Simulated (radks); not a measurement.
# Fractional charge and spin in the 3d shell of copper

An exercise on one series of results from a longer session: the logs are not shown, and one member is left open.

The numbers are computed with radks (a radial shooting solver on a logarithmic mesh, Libxc functionals) version 1 (non-relativistic Kohn-Sham, BLYP, spin-polarised, spherical densities, point nucleus), except any that are marked as measured or tabulated.

## The system

| Item | Value |
| --- | --- |
| element | copper (Z = 29) |
| configuration | [Ar] 3d(up 5, down 5) |

A shell typed twice in an input gives spin up, then spin down.

Set-up of the first run:

The run's settings:

```text
Z 29
configuration [Ar] 3d5 3d5
relativity non-relativistic
functional b88,lyp
spin polarised
nucleus point
```

Among the steps run: 3d: up 5, down 5.

One of the session's tables, all rows but one given; the rest of the session is left out.

Sizes of the orbitals, from the radial functions (bohr):

| level | <r> | outermost maximum (interpolated) | 90 % within | nodes |
| --- | --- | --- | --- | --- |
| 1s | 0.05290 | 0.0349 | 0.0942 | 0 |
| 2s | 0.2387 | 0.200 | 0.369 | 1 |
| 2p | ? | ? | ? | ? |
| 3s | 0.7231 | 0.622 | 1.09 | 2 |
| 3p | 0.7550 | 0.623 | 1.17 | 1 |
| 3d | 1.012 | 0.601 | 1.83 | 0 |

Estimate the missing values for 2p.

The run gave: <r>: 0.2078; outermost maximum (interpolated): 0.159; 90 % within: 0.339; nodes: 0. In the column «<r>» it lies between 1s (0.05290) and 2s (0.2387).
